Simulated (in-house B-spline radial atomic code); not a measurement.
# V⁴⁺: ionisation energy by several methods

One table from this session's results is given with a row withheld; the runs are named, their logs left out.

The numbers are computed with in-house B-spline radial atomic code version 1 (Dirac-Coulomb, several functionals; spherical all-electron atom at the radial basis limit), except any that are marked as measured or tabulated.

## The atom as given

| Property | Result |
| --- | --- |
| element | vanadium (Z = 23) |
| charge | +4 |
| electrons | 19 |
| configuration | [Ar] 3d1 |
| nucleus | Fermi, rms radius 3.600 fm |

The outer shells:

[Ar] 3d1
```
[Ar] core
3d [↑ ][  ][  ][  ][  ]
```

The boxes only draw the filling; these runs are spin-restricted and spherical.

The first run:

Settings, as recorded:

```ini
Z = 23
electrons = 19.0
configuration = [Ar] 3d1
hamiltonian = dirac
method = lda_x_rel,vwn
spin_polarised = False
nucleus = fermi
rms_radius = 3.6002
mass_number = 51
atomic_mass = 50.943957664
speed_of_light = 137.035999084
```

Steps of the session up to this table: relativistic LDA; LDA (VWN5); BLYP; BP86; RPBE; LDA (PW92).

One table of the session follows, with a row left open; its other results are not shown here.

```
          method  ΔSCF (eV)
relativistic LDA     65.540
      LDA (VWN5)     65.516
      LDA (PW92)          ?
            BLYP     65.195
            BP86     65.271
            RPBE     65.145
```

**Question.** Estimate the row for LDA (PW92).

**Answer.** ΔSCF (eV): 65.507. In the column «ΔSCF (eV)» it lies between BP86 (65.271) and LDA (VWN5) (65.516).

**Reading.** Tables give 65.2816 ± 0.00017 eV (measured; NIST Atomic Spectra Database) for the ionisation energy. BP86 misses by -0.011 eV, the least, and relativistic LDA by +0.258 eV (0.40 %), the most. Open shells are averaged (over orientations, and over spins where the run is restricted), while tables refer to the lowest levels. For the semilocal functionals minus the highest level recovers only 85 % of their own ΔSCF value, a mark of self-interaction.

Members of this set that are not shown: 8 used exact exchange with fractional occupations of an open shell, which is unsound here.

**Measured values.**

From NIST Atomic Spectra Database: ionisation energy of V⁴⁺ 65.2816 eV.
